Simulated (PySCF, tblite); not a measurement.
# CH₉ClO₂Si₃: geometry, infrared bands and NMR shifts

What infrared bands and NMR shifts should CH₉ClO₂Si₃ (`O[Si@@H](CCl)O[SiH2][SiH3]`) show?

Computed with tblite 0.8.0 and PySCF 2.14.0, with density-fitted response routines of our own, on a single molecule in the gas phase. Atoms are numbered from 0 throughout.

## Step 1: The molecule as given

16 atoms, charge 0, multiplicity 1; geometry from: force field or distance geometry start.

Bonds of the start (Å): O0–Si1 1.70, Si1–C2 1.84, C2–Cl3 1.79, Si1–O4 1.74, O4–Si5 1.73, Si5–Si6 2.23, O0–H7 1.00, Si1–H8 1.47, C2–H9 1.10, C2–H10 1.11, Si5–H11 1.47, Si5–H12 1.48, Si6–H13 1.47, Si6–H14 1.47, Si6–H15 1.47.

## Step 2: Optimising the geometry with GFN2-xTB

The job: settings as JSON, then the geometry in Å.

```
{"job": {"kind": "relax", "xc": "GFN2-xTB", "basis": "xTB"}, "charge": 0, "multiplicity": 1}
O     -2.041300    -2.270800     0.450400
Si    -1.234900    -0.806600     0.118000
C     -2.338400     0.645300     0.379200
Cl    -3.984700     0.003600     0.660600
O      0.173900    -0.605600     1.113400
Si     1.103600     0.600600     0.297800
Si     3.285000     0.155600     0.305300
H     -2.646500    -2.176800     1.236100
H     -0.747300    -0.877500    -1.269000
H     -2.066700     1.270400     1.246300
H     -2.327200     1.254000    -0.546400
H      0.677100     0.625400    -1.113600
H      0.836800     1.945200     0.862900
H      3.976000     1.373200     0.751100
H      3.694400    -0.105400    -1.082900
H      3.632500    -1.021600     1.114300
```

The run is started by

```bash
$ OMP_NUM_THREADS=1 python probes_run.py task.json out
```

This one command runs all jobs of the session in turn.

**Question.** This job is followed by: GFN2-xTB harmonic vibrations, gas phase; GIAO PBE0/pcSseg-1 NMR shielding, non-relativistic, gas phase. What will the session give for the following? strongest single infrared mode (GFN2-xTB); zero-point energy (GFN2-xTB); ¹³C shifts against TMS (PBE0/pcSseg-1); ¹H shifts against TMS (PBE0/pcSseg-1, means over atoms taken as alike); ¹⁷O shifts against H2O (PBE0/pcSseg-1); ²⁹Si shifts against TMS (PBE0/pcSseg-1); ³⁵Cl shifts against HCl (PBE0/pcSseg-1).

As calculated:

```
                                                              quantity                                         value
                             strongest single infrared mode (GFN2-xTB)                          734 cm⁻¹, 684 km/mol
                                          zero-point energy (GFN2-xTB)                                 59.3 kcal/mol
                                ¹³C shifts against TMS (PBE0/pcSseg-1)                                      34.2 ppm
¹H shifts against TMS (PBE0/pcSseg-1, means over atoms taken as alike)  5.69, 5.67, 4.83, 3.57, 2.85, 2.73, 2.44 ppm
                                ¹⁷O shifts against H2O (PBE0/pcSseg-1)                                40.1, 36.2 ppm
                               ²⁹Si shifts against TMS (PBE0/pcSseg-1)                      -23.9, -39.1, -120.5 ppm
                               ³⁵Cl shifts against HCl (PBE0/pcSseg-1)                                       -27 ppm
```

In words: The optimisation took 128 steps and gained 1.375 eV; among the close pairs (by a distance rule), Si1–O4 changed most, from 1.737 to 1.603 Å. The lowest mode is slightly imaginary (17i cm⁻¹), a soft motion within the noise of the Hessian, so the minimum is not strictly shown. The strongest single mode, at 734 cm⁻¹, has its largest shares on H8, H11 and H12 (the list is cut at 3 atoms). GFN2-xTB is a fitted tight-binding method: band positions and strengths are rough. Its intensities can rank the bands wrongly. At PBE0/pcSseg-1: Shielding is most anisotropic at Cl3 (span 235 ppm, paramagnetic term -168 ppm).
